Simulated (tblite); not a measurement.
# Ge22H30: the cost of one run

Programs: tblite 0.8.0 and PySCF 2.14.0, with routines of our own; each step states its level. All values are computed. Atoms count from 0.

### 1 The starting structure

52 atoms, charge 0, multiplicity 1; geometry from: force field, distance geometry or constructed start.

### 2 Relaxing the molecule with GFN2-xTB

The job: settings as JSON, then the geometry in Å.

```
{"job": {"kind": "relax", "xc": "GFN2-xTB", "basis": "xTB"}, "charge": 0, "multiplicity": 1}
Ge     1.813000    -0.690300    -3.739400
Ge    -0.195500     0.469000     3.605300
Ge    -0.187100     0.464100    -0.470200
Ge     1.807400    -0.684100     2.789300
Ge    -0.193300     0.465200    -2.917700
Ge     1.804800    -0.689000     0.342900
Ge     1.808200    -2.996700     3.608900
Ge     1.811500    -2.995700    -0.469700
Ge     1.810800    -3.000500    -2.921500
Ge    -2.195600    -0.689300     2.797100
Ge    -2.194900    -0.689700     0.343400
Ge    -2.195300    -3.000400     3.612200
Ge    -2.196200    -2.997700    -0.466200
Ge    -0.190100    -4.153900     2.792800
Ge    -0.194500    -4.148200     0.345700
Ge    -0.194200     2.776900    -3.731500
Ge     1.808500     3.933100    -0.470300
Ge     1.807000     3.927800    -2.922100
Ge    -2.193400     3.933000    -0.468700
Ge    -0.189500     2.777200     2.798200
Ge    -2.195100     3.935000    -2.919600
Ge    -0.193200     2.777800     0.345300
H      1.811500    -0.683900    -5.261200
H      3.053100     0.028400    -3.229300
H     -0.191800     0.469000     5.143100
H      3.051200     0.031800     3.308000
H     -1.440900    -0.252500    -3.431800
H      3.056700     0.033300    -0.163300
H      1.808700    -2.998000     5.140200
H      3.058400    -3.719200     3.105600
H      3.060900    -3.719000     0.037700
H      3.055400    -3.718300    -3.430900
H      0.557800    -3.719500    -3.433000
H     -3.439900     0.031400     3.309200
H     -3.440800     0.034500    -0.167800
H     -3.441500    -3.717400     3.099300
H     -2.193600    -2.998300     5.138100
H     -3.441100    -3.717100     0.036200
H     -2.191700    -3.002300    -2.001300
H     -0.197100    -5.592400     3.306700
H     -0.192400    -5.598100    -0.160700
H     -0.186400     2.770700    -5.264100
H      1.813000     5.374700     0.035200
H      3.059900     3.209500     0.037000
H      1.804400     5.375400    -3.428700
H      3.055400     3.211600    -3.434500
H     -3.439600     3.210100     0.038200
H     -2.193100     5.376300     0.041100
H      1.058500     3.497900     3.305700
H     -1.439700     3.498200     3.307500
H     -3.442900     3.202700    -3.428000
H     -2.186200     5.375000    -3.431400
```

On the command line:

```sh
OMP_NUM_THREADS=4 python large_run.py task.json out
```

One launch serves the whole session: the jobs run in the order shown.

Q: Estimate the wall time and peak memory of this first job on 4 threads of Intel Xeon Platinum 8488C, shared host.

About 20 s, with a peak of 0.16 GiB.
